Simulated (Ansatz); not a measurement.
**B3LYP/cc-pVDZ run of C2H3ClF2 (SMILES CC(F)(F)Cl)**

Aim: the electronic atomisation energy of C2H3ClF2 at B3LYP/cc-pVDZ, from 5 runs. 

The results are computed with Ansatz 0.2.0.

55 further runs of the same task are left out: 1 that didn't finish, 54 set aside as unsound or not needed. Runs told in other sessions of the task aren't counted.

**1. Starting point**

The species is C2H3ClF2 (8 atoms), meant as a singlet with charge 0. As SMILES, `CC(F)(F)Cl`. The coordinates come from a PBE0-D4/def2-TZVP relaxation.

Bond lengths: C1–C2 1.499 Å, C2–F3 1.343 Å, C2–F4 1.343 Å, C2–Cl5 1.781 Å, C1–H6 1.088 Å, C1–H7 1.091 Å, C1–H8 1.088 Å. Some angles: C1–C2–F3 111.0°, C1–C2–F4 111.0°, C1–C2–Cl5 112.0°, F3–C2–F4 106.8°, F3–C2–Cl5 107.9°, F4–C2–Cl5 107.9°, C2–C1–H6 109.7°, C2–C1–H7 108.3°, C2–C1–H8 109.7°, H6–C1–H7 109.7°.

**2. The energy at B3LYP/cc-pVDZ**

in.yaml reads:

```yaml
crystal:
  periodic: [false, false, false]
  atoms:
    - {symbol: C, position_ang: [-0.591960, -0.305640, 0.477310]}
    - {symbol: C, position_ang: [0.524930, 0.179790, -0.395910]}
    - {symbol: F, position_ang: [1.713900, 0.014330, 0.206290]}
    - {symbol: F, position_ang: [0.571970, -0.511300, -1.546500]}
    - {symbol: Cl, position_ang: [0.352900, 1.905700, -0.801400]}
    - {symbol: H, position_ang: [-0.600880, 0.257090, 1.409000]}
    - {symbol: H, position_ang: [-0.428120, -1.363800, 0.687730]}
    - {symbol: H, position_ang: [-1.542750, -0.176190, -0.036530]}
basis:
  gaussian:
    orbitals: cc-pVDZ
accuracy: high
hamiltonian:
  xc: {name: B3LYP}
output: {orbitals: {seedname: orbitals}}
```

Started as:

```bash
$ ansatz run in.yaml --threads 1 --pin off --max-ram 3480MiB --events-out events.jsonl --progress --plain --runs-dir runs
```

The program printed:

```text
Warning: RAYON_NUM_THREADS=1 ignored (pool sized by the plan → 1); use --threads N
Functional definition: B3LYP
  name "B3LYP"
  parameter a0 = 0.2
  parameter ax = 0.72
  parameter ac = 0.81
  exchange = (1 - a0 - ax)*slater_x + ax*b88_x + a0*exact_x
  correlation = (1 - ac)*vwn_rpa_c + ac*lyp_c
2086 factors; integrals over basis functions are off by at most 3.6e-9 eV
mean field evaluation 1: about -20075.9402 eV, gradient 4.6e1 eV
mean field evaluation 2: about -20074.6558 eV, gradient 5.2e1 eV
mean field evaluation 4: about -20080.0735 eV, gradient 1.8e0 eV
mean field evaluation 8: about -20080.2787 eV, gradient 2.6e-1 eV
mean field evaluation 16: about -20080.2788 eV, gradient 4.6e-5 eV
mean field -20080.27884613 eV, -737.9366366935 hartree, gradient 3.0e-8 eV, S^2 0.000000; 0 other end points of the search recorded, 0 dependent functions left out
reference -20080.27887983 eV, -737.9366379317 hartree; 25, 25 occupied and 64, 64 virtual orbitals, 2086 factors
Total energy: -20080.27887983 eV, -737.9366379317 hartree
```

It took 9.9 s on 1 thread of Arm Neoverse V1, shared host; peak memory 0.32 GiB.

**3. The C atom, same level**

in.yaml reads:

```yaml
crystal:
  periodic: [false, false, false]
  atoms:
    - {symbol: C, position_ang: [0.000000, 0.000000, 0.000000]}
basis:
  gaussian:
    orbitals: cc-pVDZ
magnetization:
  spin_polarized: true
  initial_magnetization: 2
hamiltonian:
  xc: {name: B3LYP}
accuracy: high
```

Started as:

```bash
$ ansatz run in.yaml --threads 1 --pin off --max-ram 3480MiB --events-out events.jsonl --progress --plain --runs-dir runs
```

The program printed:

```text
Warning: RAYON_NUM_THREADS=1 ignored (pool sized by the plan → 1); use --threads N
Functional definition: B3LYP
  name "B3LYP"
  parameter a0 = 0.2
  parameter ax = 0.72
  parameter ac = 0.81
  exchange = (1 - a0 - ax)*slater_x + ax*b88_x + a0*exact_x
  correlation = (1 - ac)*vwn_rpa_c + ac*lyp_c
96 factors; integrals over basis functions are off by at most 1.3e-9 eV
mean field evaluation 1: about -1029.9161 eV, gradient 3.7e0 eV
mean field evaluation 2: about -1029.9936 eV, gradient 1.2e0 eV
mean field evaluation 4: about -1030.0043 eV, gradient 2.3e-1 eV
mean field evaluation 8: about -1030.0047 eV, gradient 1.6e-5 eV
mean field -1030.00468859 eV, -37.8519741435 hartree, gradient 2.0e-9 eV, S^2 2.002453; 0 other end points of the search recorded, 0 dependent functions left out
reference -1030.00470938 eV, -37.8519749074 hartree; 4, 2 occupied and 10, 12 virtual orbitals, 96 factors
Total energy: -1030.00470938 eV, -37.8519749074 hartree
```

It took 0.34 s on 1 thread of Arm Neoverse V1, shared host.

**4. The Cl atom**

job.yaml reads:

```yaml
basis:
  gaussian:
    orbitals: cc-pVDZ
crystal:
  periodic: [false, false, false]
  atoms:
    - {symbol: Cl, position_ang: [0.000000, 0.000000, 0.000000]}
magnetization:
  spin_polarized: true
  initial_magnetization: 1
hamiltonian:
  xc: {name: B3LYP}
accuracy: high
```

Started as:

```bash
$ ansatz run job.yaml --threads 1 --pin off --max-ram 3480MiB --events-out events.jsonl --progress --plain --runs-dir runs
```

The program printed:

```text
Warning: RAYON_NUM_THREADS=1 ignored (pool sized by the plan → 1); use --threads N
Functional definition: B3LYP
  name "B3LYP"
  parameter a0 = 0.2
  parameter ax = 0.72
  parameter ac = 0.81
  exchange = (1 - a0 - ax)*slater_x + ax*b88_x + a0*exact_x
  correlation = (1 - ac)*vwn_rpa_c + ac*lyp_c
141 factors; integrals over basis functions are off by at most 3.0e-9 eV
mean field evaluation 1: about -12521.4902 eV, gradient 3.0e0 eV
mean field evaluation 2: about -12521.5420 eV, gradient 1.1e0 eV
mean field evaluation 4: about -12521.5490 eV, gradient 3.5e-1 eV
mean field evaluation 8: about -12521.5497 eV, gradient 1.3e-4 eV
mean field evaluation 16: about -12521.5497 eV, gradient 4.4e-9 eV
mean field -12521.54968081 eV, -460.1584633586 hartree, gradient 4.4e-9 eV, S^2 0.751824; 0 other end points of the search recorded, 0 dependent functions left out
reference -12521.54970315 eV, -460.1584641797 hartree; 9, 8 occupied and 9, 10 virtual orbitals, 141 factors
Total energy: -12521.54970315 eV, -460.1584641797 hartree
```

Run time: 0.81 s. Hardware: 1 thread of Arm Neoverse V1, shared host.

**5. The F atom, same level**

in.yaml reads:

```yaml
crystal:
  periodic: [false, false, false]
  atoms:
    - symbol: F
      position_ang: [0.000000, 0.000000, 0.000000]
basis:
  gaussian: {orbitals: cc-pVDZ}
magnetization: {spin_polarized: true, initial_magnetization: 1}
hamiltonian: {xc: {name: B3LYP}}
accuracy: high
```

Run the same way, it converges to -99.72660 Eh (log not shown).

**6. The H atom**

input.yaml reads:

```yaml
crystal:
  periodic: [false, false, false]
  atoms:
    - {symbol: H, position_ang: [0.000000, 0.000000, 0.000000]}
basis:
  gaussian: {orbitals: cc-pVDZ}
hamiltonian: {xc: {name: B3LYP}}
magnetization: {spin_polarized: true, initial_magnetization: 1}
accuracy: high
```

Run the same way, it converges to -0.50126 Eh (log not shown).

**7. Outcome**

At B3LYP/cc-pVDZ:

| quantity | value |
| --- | --- |
| molecule: total energy | -737.93664 Eh |
| molecule: HOMO energy | -8.82 eV |
| molecule: LUMO energy | 0.65 eV |
| molecule: HOMO–LUMO gap | 9.47 eV |
| C atom: total energy | -37.85197 Eh |
| C atom: ⟨S²⟩ | 2.002 |
| Cl atom: total energy | -460.15846 Eh |
| Cl atom: ⟨S²⟩ | 0.752 |
| F atom: total energy | -99.72660 Eh |
| F atom: ⟨S²⟩ | 0.751 |
| H atom: total energy | -0.50126 Eh |
| H atom: ⟨S²⟩ | 0.750 |
| electronic atomisation energy | 30.402 eV |

**Reading.** Taking the molecule apart into free atoms costs 30.40 eV (2933 kJ/mol), before zero-point energy and without spin-orbit coupling.
